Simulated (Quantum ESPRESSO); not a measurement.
# MnPt2 under changes of volume

One of the cells (15.408 Å³/atom); the others are scaled copies at fixed shape and fractional positions:

```xyz
3
Lattice="2.8584 0.0000 0.0000 -1.4292 2.4755 0.0000 0.0000 0.0000 6.5325" Properties=species:S:1:pos:R:3 pbc="T T T"
Pt    1.4292    0.8252    2.0656
Pt    0.0000    1.6503    4.4669
Mn    0.0000    0.0000    0.0000
```

The cell comes from a database or a generator and needn't be the stable form of this composition.

```yaml
Program: Quantum ESPRESSO 7.5
Functional: LDA
Potentials_or_basis: GBRV 1.5 LDA
Cutoff: 612 eV
Density_cutoff: 4898 eV
k_mesh: 11 × 11 × 4
Occupations: fermi-dirac, width 0.05 eV
Spin: collinear spin, ferromagnetic start
Starting_moments: "[0.0, 0.0, 4.0] μB"
```

```tsv
volume (Å³/atom)	energy over the lowest point (meV/atom)	pressure (GPa)	moment (μB per cell)	largest force (eV/Å)
14.483	0.00	-6.6	3.90	0.029
14.791	?	?	?	?
15.099	36.80	-13.5	4.16	0.042
15.408	64.53	-16.4	4.29	0.078
15.716	97.28	-18.9	4.40	0.116
16.024	134.51	-21.2	4.49	0.153
16.332	176.08	-23.3	4.55	0.189
```

Problem. What does the run at 14.791 Å³/atom give?

Solution. Energy over the lowest point 14.91 meV/atom; pressure -10.3 GPa; moment 4.04 μB per cell; largest force 0.006 eV/Å.

Worked out: A Birch-Murnaghan fit of order 3 (a polynomial in V^(-2/3)) to the other rows has no minimum within the range. It gives 15.14 meV/atom at 14.791 Å³/atom, against the run's 14.91, and -dE/dV = -9.7 GPa, against -10.3. A parabola through the other rows of the moment, of slope 0.449 μB per Å³/atom there, gives 4.04 μB, against the run's 4.04.

Energies are extrapolated to zero smearing.
